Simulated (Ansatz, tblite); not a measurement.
# The cluster Si21H32O: spin states and exact exchange, part 2 of 2

Aim: set other spin states of the cluster Si21H32O against its singlet, on many levels of theory.

Ansatz 0.2.0, Gaussian basis; as each input shows.

## Step 3: Triplet, first pass, PBE0-D4/def2-SVP

start.molden holds the orbitals of an earlier run on this state, given as this run's starting guess.

in.yaml reads:

```yaml
crystal:
  periodic: [false, false, false]
  atoms:
    - {symbol: Si, position_ang: [-3.743153, 1.400987, -0.547313]}
    - {symbol: Si, position_ang: [-1.868922, -3.333887, 2.816118]}
    - {symbol: Si, position_ang: [0.427067, -3.425615, -0.689163]}
    - {symbol: Si, position_ang: [-1.582214, 1.664654, -3.720753]}
    - {symbol: Si, position_ang: [1.118414, -0.881347, -3.503864]}
    - {symbol: O, position_ang: [-1.513717, -0.849292, -1.546106]}
    - {symbol: Si, position_ang: [-1.101998, 0.862143, 2.532085]}
    - {symbol: Si, position_ang: [0.701853, -0.664003, 2.364676]}
    - {symbol: Si, position_ang: [0.807164, 1.770757, -0.753183]}
    - {symbol: Si, position_ang: [3.372466, -1.108445, -0.498748]}
    - {symbol: Si, position_ang: [3.451060, 2.183773, 2.184524]}
    - {symbol: Si, position_ang: [-2.277554, -2.205259, 0.788792]}
    - {symbol: Si, position_ang: [-2.681487, 0.181319, -2.250339]}
    - {symbol: Si, position_ang: [-2.297580, 2.282309, 1.084853]}
    - {symbol: Si, position_ang: [-0.552603, -2.042346, -2.310304]}
    - {symbol: Si, position_ang: [-0.119886, -2.214422, 3.949938]}
    - {symbol: Si, position_ang: [1.685075, -2.114450, 0.797995]}
    - {symbol: Si, position_ang: [-0.057038, 0.454380, -5.044992]}
    - {symbol: Si, position_ang: [-0.270601, 3.088271, -2.382379]}
    - {symbol: Si, position_ang: [2.313324, 0.412717, -1.935756]}
    - {symbol: Si, position_ang: [2.536357, 0.386969, 3.411218]}
    - {symbol: Si, position_ang: [1.825531, 3.197882, 0.822539]}
    - {symbol: H, position_ang: [-4.375260, 2.588879, -1.239413]}
    - {symbol: H, position_ang: [-4.848645, 0.623386, 0.119660]}
    - {symbol: H, position_ang: [-3.111029, -3.455598, 3.669284]}
    - {symbol: H, position_ang: [-1.415132, -4.727070, 2.458409]}
    - {symbol: H, position_ang: [1.472883, -4.208679, -1.463086]}
    - {symbol: H, position_ang: [-0.473397, -4.443779, -0.037181]}
    - {symbol: H, position_ang: [-2.589694, 2.428020, -4.546962]}
    - {symbol: H, position_ang: [2.049219, -1.857596, -4.183839]}
    - {symbol: H, position_ang: [-2.179508, 0.088146, 3.263108]}
    - {symbol: H, position_ang: [-0.539358, 1.820428, 3.562973]}
    - {symbol: H, position_ang: [4.066669, -2.179543, -1.304841]}
    - {symbol: H, position_ang: [4.392204, -0.442264, 0.388020]}
    - {symbol: H, position_ang: [4.594849, 1.720624, 1.320697]}
    - {symbol: H, position_ang: [3.986019, 3.226801, 3.137127]}
    - {symbol: H, position_ang: [-3.073823, -3.024833, -0.196499]}
    - {symbol: H, position_ang: [-2.987248, -0.892843, 0.992720]}
    - {symbol: H, position_ang: [-3.679100, -0.669595, -3.002300]}
    - {symbol: H, position_ang: [-3.206004, 2.977708, 2.078543]}
    - {symbol: H, position_ang: [-1.438847, 3.357661, 0.481773]}
    - {symbol: H, position_ang: [-1.426006, -2.829946, -3.261061]}
    - {symbol: H, position_ang: [0.951767, -3.185811, 4.378093]}
    - {symbol: H, position_ang: [-0.639416, -1.500128, 5.172010]}
    - {symbol: H, position_ang: [2.388150, -3.071334, 1.739818]}
    - {symbol: H, position_ang: [-0.779033, -0.434425, -6.027022]}
    - {symbol: H, position_ang: [0.847877, 1.387916, -5.809781]}
    - {symbol: H, position_ang: [0.795429, 3.734509, -3.239430]}
    - {symbol: H, position_ang: [-1.101004, 4.183569, -1.764900]}
    - {symbol: H, position_ang: [3.308423, 1.293240, -2.661374]}
    - {symbol: H, position_ang: [2.068841, 0.922940, 4.741825]}
    - {symbol: H, position_ang: [3.607496, -0.644901, 3.669133]}
    - {symbol: H, position_ang: [0.753617, 3.793252, 1.703011]}
    - {symbol: H, position_ang: [2.454308, 4.339269, 0.052046]}
basis:
  gaussian: {orbitals: def2-SVP, fitting: {mean_field: def2-universal-jkfit}, initial_orbitals: start.molden}
magnetization: {spin_polarized: true, initial_magnetization: 2}
hamiltonian: {xc: pbe0, dispersion: d4}
output: {orbitals: {seedname: orbitals}}
```

Started as:

```sh
$ ansatz run in.yaml --threads 2 --pin off --events-out ev --progress --plain --max-ram 32768MiB --backend cuda --devices 0, --max-vram 18GiB
```

What it wrote, cut to the lines that bear on the results:

```text
Functional definition: PBE0
  name "PBE0"
  cite "Adamo & Barone, J. Chem. Phys. 110, 6158 (1999) doi:10.1063/1.478522"
  cite "Perdew, Burke & Ernzerhof, Phys. Rev. Lett. 77, 3865 (1996) doi:10.1103/PhysRevLett.77.3865"
  parent pbe
[...]
3341 factors; integrals over basis functions are off by at most 3.2e-1 eV
[...]
mean field -167876.83352708 eV, -6169.3598411155 hartree, gradient 1.6e-5 eV, S^2 2.008524; 1 other end points of the search recorded, 0 dependent functions left out
reference -167876.83359318 eV, -6169.3598435445 hartree; 168, 166 occupied and 384, 386 virtual orbitals, 3341 factors
Total energy: -167880.33635517 eV, -6169.4885676733 hartree
```

Wall time 17 s (1 × H100 (card shared with other runs) with 2 threads of AMD EPYC 7R13, shared host); peak host memory 1.3 GiB.

HOMO -5.94 eV, LUMO -3.41 eV (over both spins); ⟨S²⟩ 2.009 (pure: 2.00).

## Step 4: Triplet, GFN1-xTB

Tight binding, by tblite at 300 K electronic temperature and without a spin-polarisation term:

```python
tblite.interface.Calculator('GFN1-xTB', numbers, positions, charge=0, uhf=2).singlepoint()
```

Energy -1650.9338 eV; 0.44 s.

## Step 5: Triplet, GFN2-xTB

Tight binding, by tblite at 300 K electronic temperature and without a spin-polarisation term:

```python
tblite.interface.Calculator('GFN2-xTB', numbers, positions, charge=0, uhf=2).singlepoint()
```

Energy -1534.8129 eV; 0.58 s.

## Step 6: Triplet, PBE0-D4/def2-SVP

in.yaml: that of step 3 with these lines changed.

```diff
@@ -61,2 +61,3 @@
 hamiltonian: {xc: pbe0, dispersion: d4}
+scf: {omitted_lower_state_checks: [starts]}
 output: {orbitals: {seedname: orbitals}}
```

Launched as before.

What it wrote, cut to the lines that bear on the results:

```text
Functional definition: PBE0
  name "PBE0"
  cite "Adamo & Barone, J. Chem. Phys. 110, 6158 (1999) doi:10.1063/1.478522"
  cite "Perdew, Burke & Ernzerhof, Phys. Rev. Lett. 77, 3865 (1996) doi:10.1103/PhysRevLett.77.3865"
  parent pbe
[...]
3341 factors; integrals over basis functions are off by at most 3.2e-1 eV
[...]
mean field -167876.83352708 eV, -6169.3598411155 hartree, gradient 1.6e-5 eV, S^2 2.008524; 0 other end points of the search recorded, 0 dependent functions left out
reference -167876.83359318 eV, -6169.3598435445 hartree; 168, 166 occupied and 384, 386 virtual orbitals, 3341 factors
Total energy: -167880.33635517 eV, -6169.4885676733 hartree
Checks for a lower state left out: starts
```

Run time: 14 s. Hardware: 1 × H100 (card shared with other runs) with 2 threads of AMD EPYC 7R13, shared host; peak host memory 1.3 GiB.

HOMO -5.94 eV, LUMO -3.41 eV (over both spins); ⟨S²⟩ 2.009 (pure: 2.00).

## Step 7: Triplet, PBE-D4/def2-SVP

in.yaml: that of step 6 with these lines changed.

```diff
@@ -60,3 +60,3 @@
 magnetization: {spin_polarized: true, initial_magnetization: 2}
-hamiltonian: {xc: pbe0, dispersion: d4}
+hamiltonian: {xc: pbe, dispersion: d4}
 scf: {omitted_lower_state_checks: [starts]}
```

Same command.

What it wrote, cut to the lines that bear on the results:

```text
Functional definition: PBE
  name "PBE"
  cite "Perdew, Burke & Ernzerhof, Phys. Rev. Lett. 77, 3865 (1996) doi:10.1103/PhysRevLett.77.3865"
  parent pbe
[...]
3341 factors; integrals over basis functions are off by at most 3.2e-1 eV
[...]
mean field -167859.48548243 eV, -6168.7223122337 hartree, gradient 1.9e-5 eV, S^2 2.006692; 0 other end points of the search recorded, 0 dependent functions left out
reference -167859.48557031 eV, -6168.7223154631 hartree; 168, 166 occupied and 384, 386 virtual orbitals, 3341 factors
Total energy: -167863.32865254 eV, -6168.8635461299 hartree
Checks for a lower state left out: starts
```

Run time: 12 s. Hardware: 1 × H100 (card shared with other runs) with 2 threads of AMD EPYC 7R13, shared host; peak host memory 1.2 GiB.

From the report: HOMO -4.95 eV, LUMO -4.14 eV (over both spins); ⟨S²⟩ 2.007 (pure: 2.00).

## Step 8: Triplet, r2SCAN-D4/def2-SVP

in.yaml: that of step 7 with these lines changed.

```diff
@@ -60,3 +60,3 @@
 magnetization: {spin_polarized: true, initial_magnetization: 2}
-hamiltonian: {xc: pbe, dispersion: d4}
+hamiltonian: {xc: r2scan, dispersion: d4}
 scf: {omitted_lower_state_checks: [starts]}
```

Same command.

What it wrote, cut to the lines that bear on the results:

```text
Functional definition: r2SCAN
  name "r2SCAN"
  cite "Furness, Kaplan, Ning, Perdew & Sun, J. Phys. Chem. Lett. 11, 8208 (2020) doi:10.1021/acs.jpclett.0c02405"
  cite "Furness, Kaplan, Ning, Perdew & Sun, J. Phys. Chem. Lett. 11, 9248 (2020) doi:10.1021/acs.jpclett.0c03077"
  parent r2scan
[...]
3341 factors; integrals over basis functions are off by at most 3.2e-1 eV
[...]
mean field -167933.35653071 eV, -6171.4370231861 hartree, gradient 1.9e-5 eV, S^2 2.012962; 0 other end points of the search recorded, 0 dependent functions left out
reference -167933.35656018 eV, -6171.4370242693 hartree; 168, 166 occupied and 384, 386 virtual orbitals, 3341 factors
Total energy: -167934.50179464 eV, -6171.4791108593 hartree
Checks for a lower state left out: starts
```

Run time: 19 s. Hardware: 1 × H100 (card shared with other runs) with 2 threads of AMD EPYC 7R13, shared host; peak host memory 1.6 GiB.

Report: HOMO -5.31 eV, LUMO -3.94 eV (over both spins); ⟨S²⟩ 2.013 (pure: 2.00).

## Step 9: Triplet, B2PLYP/def2-SVP

in.yaml: that of step 8 with these lines changed.

```diff
@@ -60,4 +60,3 @@
 magnetization: {spin_polarized: true, initial_magnetization: 2}
-hamiltonian: {xc: r2scan, dispersion: d4}
+hamiltonian: {xc: {name: B2PLYP}}
 scf: {omitted_lower_state_checks: [starts]}
-output: {orbitals: {seedname: orbitals}}
```

The command is unchanged.

What it wrote, cut to the lines that bear on the results:

```text
Functional definition: B2PLYP
  name "B2PLYP"
  cite "Grimme, J. Chem. Phys. 124, 034108 (2006) doi:10.1063/1.2148954"
  cite "Becke, Phys. Rev. A 38, 3098 (1988) doi:10.1103/PhysRevA.38.3098"
  cite "Lee, Yang & Parr, Phys. Rev. B 37, 785 (1988) doi:10.1103/PhysRevB.37.785"
[...]
3341 factors; integrals over basis functions are off by at most 3.2e-1 eV
[...]
mean field -167849.77810055 eV, -6168.3655725293 hartree, gradient 2.0e-6 eV, S^2 2.010291; 0 other end points of the search recorded, 0 dependent functions left out
106 core orbitals not correlated: weight in the atoms' cores, before any rotation towards them, 1.000 or more for the frozen orbitals, at most 0.000 for the correlated occupied ones
reference -167849.77851484 eV, -6168.3655877543 hartree; 62, 60 occupied and 384, 386 virtual orbitals, 3341 factors
second order -77.47074046 eV of doubles, -0.00000000 eV of singles
Total energy: -167870.69561477 eV, -6169.1342769984 hartree
Checks for a lower state left out: starts
```

Run time: 15 s. Hardware: 1 × H100 (card shared with other runs) with 2 threads of AMD EPYC 7R13, shared host; peak host memory 3.7 GiB.

Report: ⟨S²⟩ 2.010 (pure: 2.00).

## Step 10: Triplet, r2SCANh-D4/def2-SVP

in.yaml: that of step 9 with these lines changed.

```diff
@@ -60,3 +60,4 @@
 magnetization: {spin_polarized: true, initial_magnetization: 2}
-hamiltonian: {xc: {name: B2PLYP}}
+hamiltonian: {xc: {name: r2SCANh}, dispersion: d4}
 scf: {omitted_lower_state_checks: [starts]}
+output: {orbitals: {seedname: orbitals}}
```

The command is unchanged.

What it wrote, cut to the lines that bear on the results:

```text
Functional definition: r2SCANh
  name "r2SCANh"
  cite "Bursch, Neugebauer, Ehlert & Grimme, J. Chem. Phys. 156, 134105 (2022) doi:10.1063/5.0086040"
  cite "Furness, Kaplan, Ning, Perdew & Sun, J. Phys. Chem. Lett. 11, 8208 (2020) doi:10.1021/acs.jpclett.0c02405"
  cite "Furness, Kaplan, Ning, Perdew & Sun, J. Phys. Chem. Lett. 11, 9248 (2020) doi:10.1021/acs.jpclett.0c03077"
  parent r2scan
[...]
3341 factors; integrals over basis functions are off by at most 3.2e-1 eV
[...]
mean field -167932.33639378 eV, -6171.3995338456 hartree, gradient 2.1e-5 eV, S^2 2.013139; 0 other end points of the search recorded, 0 dependent functions left out
reference -167932.33642079 eV, -6171.3995348382 hartree; 168, 166 occupied and 384, 386 virtual orbitals, 3341 factors
Total energy: -167933.60831780 eV, -6171.4462761910 hartree
Checks for a lower state left out: starts
```

Run time: 18 s. Hardware: 1 × H100 (card shared with other runs) with 2 threads of AMD EPYC 7R13, shared host; peak host memory 1.6 GiB.

HOMO -5.67 eV, LUMO -3.67 eV (over both spins); ⟨S²⟩ 2.013 (pure: 2.00).

## Step 11: Triplet, ωB97M-V/def2-SVP

in.yaml: that of step 10 with these lines changed.

```diff
@@ -60,3 +60,3 @@
 magnetization: {spin_polarized: true, initial_magnetization: 2}
-hamiltonian: {xc: {name: r2SCANh}, dispersion: d4}
+hamiltonian: {xc: {name: wB97M-V}}
 scf: {omitted_lower_state_checks: [starts]}
```

Launched as before.

What it wrote, cut to the lines that bear on the results:

```text
Functional definition: wB97M-V
  name "wB97M-V"
  cite "Mardirossian & Head-Gordon, J. Chem. Phys. 144, 214110 (2016) doi:10.1063/1.4952647"
  cite "Becke, J. Chem. Phys. 107, 8554 (1997) doi:10.1063/1.475007"
  cite "Vydrov & Van Voorhis, J. Chem. Phys. 133, 244103 (2010) doi:10.1063/1.3521275"
  # Of w^i u^j: cxij and so on, Table III.
[...]
  gx(w, u) = 1 - cx + cx01*u + cx10*w
[...]
3341 factors; integrals over basis functions are off by at most 3.2e-1 eV
3341 factors; integrals over basis functions are off by at most 3.5e-7 eV
[...]
mean field -167933.69825739 eV, -6171.4495814100 hartree, gradient 1.6e-5 eV, S^2 2.004024; 0 other end points of the search recorded, 0 dependent functions left out
reference -167933.69836799 eV, -6171.4495854745 hartree; 168, 166 occupied and 384, 386 virtual orbitals, 3341 factors
Total energy: -167933.69836799 eV, -6171.4495854745 hartree
Checks for a lower state left out: starts
```

Wall time 25 s (1 × H100 (card shared with other runs) with 2 threads of AMD EPYC 7R13, shared host); peak host memory 2.2 GiB.

HOMO -7.55 eV, LUMO -1.89 eV (over both spins); ⟨S²⟩ 2.004 (pure: 2.00).

## Step 12: Triplet, PBE+5HF/def2-SVP

in.yaml: that of step 11 with these lines changed.

```diff
@@ -60,3 +60,3 @@
 magnetization: {spin_polarized: true, initial_magnetization: 2}
-hamiltonian: {xc: {name: wB97M-V}}
+hamiltonian: {xc: {text: "exchange = 0.95*pbe_x + 0.05*exact_x\ncorrelation = pbe_c"}}
 scf: {omitted_lower_state_checks: [starts]}
```

Same command.

What it wrote, cut to the lines that bear on the results:

```text
Functional definition: unnamed
[...]
3341 factors; integrals over basis functions are off by at most 3.2e-1 eV
[...]
mean field -167862.87875189 eV, -6168.8470125863 hartree, gradient 2.6e-5 eV, S^2 2.007031; 0 other end points of the search recorded, 0 dependent functions left out
reference -167862.87883542 eV, -6168.8470156558 hartree; 168, 166 occupied and 384, 386 virtual orbitals, 3341 factors
Total energy: -167862.87883542 eV, -6168.8470156558 hartree
Checks for a lower state left out: starts
```

It took 9.5 s on 1 × H100 (card shared with other runs) with 2 threads of AMD EPYC 7R13, shared host; peak host memory 1.2 GiB.

From the report: HOMO -5.15 eV, LUMO -3.99 eV (over both spins); ⟨S²⟩ 2.007 (pure: 2.00).

## Step 13: Triplet, PBE+10HF/def2-SVP

in.yaml: that of step 12 with these lines changed.

```diff
@@ -60,3 +60,3 @@
 magnetization: {spin_polarized: true, initial_magnetization: 2}
-hamiltonian: {xc: {text: "exchange = 0.95*pbe_x + 0.05*exact_x\ncorrelation = pbe_c"}}
+hamiltonian: {xc: {text: "exchange = 0.90*pbe_x + 0.10*exact_x\ncorrelation = pbe_c"}}
 scf: {omitted_lower_state_checks: [starts]}
```

The command is unchanged.

What it wrote, cut to the lines that bear on the results:

```text
Functional definition: unnamed
[...]
3341 factors; integrals over basis functions are off by at most 3.2e-1 eV
[...]
mean field -167866.31122982 eV, -6168.9731538236 hartree, gradient 1.7e-5 eV, S^2 2.007387; 0 other end points of the search recorded, 0 dependent functions left out
reference -167866.31130900 eV, -6168.9731567331 hartree; 168, 166 occupied and 384, 386 virtual orbitals, 3341 factors
Total energy: -167866.31130900 eV, -6168.9731567331 hartree
Checks for a lower state left out: starts
```

Run time: 11 s. Hardware: 1 × H100 (card shared with other runs) with 2 threads of AMD EPYC 7R13, shared host; peak host memory 1.3 GiB.

Report: HOMO -5.34 eV, LUMO -3.85 eV (over both spins); ⟨S²⟩ 2.007 (pure: 2.00).

## Step 14: Triplet, PBE+15HF/def2-SVP

in.yaml: that of step 13 with these lines changed.

```diff
@@ -60,3 +60,3 @@
 magnetization: {spin_polarized: true, initial_magnetization: 2}
-hamiltonian: {xc: {text: "exchange = 0.90*pbe_x + 0.10*exact_x\ncorrelation = pbe_c"}}
+hamiltonian: {xc: {text: "exchange = 0.85*pbe_x + 0.15*exact_x\ncorrelation = pbe_c"}}
 scf: {omitted_lower_state_checks: [starts]}
```

The command is unchanged.

What it wrote, cut to the lines that bear on the results:

```text
Functional definition: unnamed
[...]
3341 factors; integrals over basis functions are off by at most 3.2e-1 eV
[...]
mean field -167869.78184643 eV, -6169.1006966316 hartree, gradient 1.8e-5 eV, S^2 2.007755; 0 other end points of the search recorded, 0 dependent functions left out
reference -167869.78192125 eV, -6169.1006993810 hartree; 168, 166 occupied and 384, 386 virtual orbitals, 3341 factors
Total energy: -167869.78192125 eV, -6169.1006993810 hartree
Checks for a lower state left out: starts
```

It took 14 s on 1 × H100 (card shared with other runs) with 2 threads of AMD EPYC 7R13, shared host; peak host memory 1.3 GiB.

Report: HOMO -5.54 eV, LUMO -3.70 eV (over both spins); ⟨S²⟩ 2.008 (pure: 2.00).

## Step 15: Triplet, PBE+35HF/def2-SVP

in.yaml: that of step 14 with these lines changed.

```diff
@@ -60,3 +60,3 @@
 magnetization: {spin_polarized: true, initial_magnetization: 2}
-hamiltonian: {xc: {text: "exchange = 0.85*pbe_x + 0.15*exact_x\ncorrelation = pbe_c"}}
+hamiltonian: {xc: {text: "exchange = 0.65*pbe_x + 0.35*exact_x\ncorrelation = pbe_c"}}
 scf: {omitted_lower_state_checks: [starts]}
```

The command is unchanged.

What it wrote, cut to the lines that bear on the results:

```text
Functional definition: unnamed
[...]
3341 factors; integrals over basis functions are off by at most 3.2e-1 eV
[...]
mean field -167884.02638400 eV, -6169.6241737318 hartree, gradient 2.0e-5 eV, S^2 2.009324; 0 other end points of the search recorded, 0 dependent functions left out
reference -167884.02644136 eV, -6169.6241758397 hartree; 168, 166 occupied and 384, 386 virtual orbitals, 3341 factors
Total energy: -167884.02644136 eV, -6169.6241758397 hartree
Checks for a lower state left out: starts
```

Run time: 14 s. Hardware: 1 × H100 (card shared with other runs) with 2 threads of AMD EPYC 7R13, shared host; peak host memory 1.3 GiB.

HOMO -6.35 eV, LUMO -3.12 eV (over both spins); ⟨S²⟩ 2.009 (pure: 2.00).

## Step 16: Triplet, PBE+50HF/def2-SVP

in.yaml: that of step 15 with these lines changed.

```diff
@@ -60,3 +60,3 @@
 magnetization: {spin_polarized: true, initial_magnetization: 2}
-hamiltonian: {xc: {text: "exchange = 0.65*pbe_x + 0.35*exact_x\ncorrelation = pbe_c"}}
+hamiltonian: {xc: {text: "exchange = 0.50*pbe_x + 0.50*exact_x\ncorrelation = pbe_c"}}
 scf: {omitted_lower_state_checks: [starts]}
```

The command is unchanged.

What it wrote, cut to the lines that bear on the results:

```text
Functional definition: unnamed
[...]
3341 factors; integrals over basis functions are off by at most 3.2e-1 eV
[...]
mean field -167895.06592678 eV, -6170.0298694461 hartree, gradient 2.4e-5 eV, S^2 2.010567; 0 other end points of the search recorded, 0 dependent functions left out
reference -167895.06597100 eV, -6170.0298710711 hartree; 168, 166 occupied and 384, 386 virtual orbitals, 3341 factors
Total energy: -167895.06597100 eV, -6170.0298710711 hartree
Checks for a lower state left out: starts
```

Wall time 12 s (1 × H100 (card shared with other runs) with 2 threads of AMD EPYC 7R13, shared host); peak host memory 1.2 GiB.

From the report: HOMO -6.97 eV, LUMO -2.68 eV (over both spins); ⟨S²⟩ 2.011 (pure: 2.00).

## Step 17: Triplet, HF/STO-3G

in.yaml: that of step 16 with these lines changed.

```diff
@@ -58,5 +58,5 @@
 basis:
-  gaussian: {orbitals: def2-SVP, fitting: {mean_field: def2-universal-jkfit}, initial_orbitals: start.molden}
+  gaussian: {orbitals: STO-3G}
 magnetization: {spin_polarized: true, initial_magnetization: 2}
-hamiltonian: {xc: {text: "exchange = 0.50*pbe_x + 0.50*exact_x\ncorrelation = pbe_c"}}
+hamiltonian: {xc: hf}
 scf: {omitted_lower_state_checks: [starts]}
```

Launched as before.

What it wrote, cut to the lines that bear on the results:

```text
Functional definition: HF
  name "HF"
  cite "Fock, Z. Phys. 61, 126 (1930) doi:10.1007/BF01340294"
  parent pbe
[...]
2600 factors; integrals over basis functions are off by at most 4.1e-5 eV
[...]
mean field -165729.67387334 eV, -6090.4531792375 hartree, gradient 1.3e-5 eV, S^2 2.008652; 0 other end points of the search recorded, 0 dependent functions left out
reference -165729.67387334 eV, -6090.4531792375 hartree; 168, 166 occupied and 58, 60 virtual orbitals, 2600 factors
Total energy: -165729.67387334 eV, -6090.4531792375 hartree
Checks for a lower state left out: starts
```

Wall time 11 s (1 × H100 (card shared with other runs) with 2 threads of AMD EPYC 7R13, shared host); peak host memory 0.87 GiB.

From the report: HOMO -5.68 eV, LUMO 5.24 eV (over both spins); ⟨S²⟩ 2.009 (pure: 2.00).

## Step 18: Triplet less singlet

The singlet's energies are those of its earlier runs, whose logs aren't repeated here.

| level | triplet less singlet (eV) | time |
| --- | --- | --- |
| GFN2-xTB | +0.136 | 1.2 s |
| HF/STO-3G | -0.273 | 18 s |
| PBE-D4/def2-SVP | +0.632 | 26 s |
| r2SCAN-D4/def2-SVP | +0.369 | 34 s |
| r2SCANh-D4/def2-SVP | +0.359 | 31 s |
| PBE0-D4/def2-SVP | +0.564 | 33 s |
| ωB97M-V/def2-SVP | +0.852 | 44 s |
| B2PLYP/def2-SVP | +0.441 | 37 s |

Times add the two runs; a level without a time comes out of a correlated run. Tight binding without a spin term can't rank spin states.

PBE with a growing share of exact exchange (def2-SVP, no dispersion):

| share | triplet less singlet (eV) |
| --- | --- |
| 0 | +0.525 |
| 0.05 | +0.514 |
| 0.1 | +0.503 |
| 0.15 | +0.493 |
| 0.25 | +0.473 |
| 0.35 | +0.454 |
| 0.5 | +0.430 |

## Step 19: Summary of results

This closing draws on all 2 parts.

```
                                     quantity                                       value
triplet less singlet, functionals in def2-SVP  +0.359 (r2SCANh-D4) to +0.852 eV (ωB97M-V)
                slope of triplet less singlet           -0.019 eV for 10 % exact exchange
```

What this shows: All functionals put the triplet above the singlet, over a spread of 0.493 eV. The checks for a lower triplet were left out, so another state of that spin may lie lower. Each 10 % of exact exchange moves that splitting by -0.019 eV on average, towards the higher spin. The triplet relaxed to other bonds than the singlet, so that splitting holds a change of structure too. These are electronic energies, without zero-point motion, entropy or surroundings.
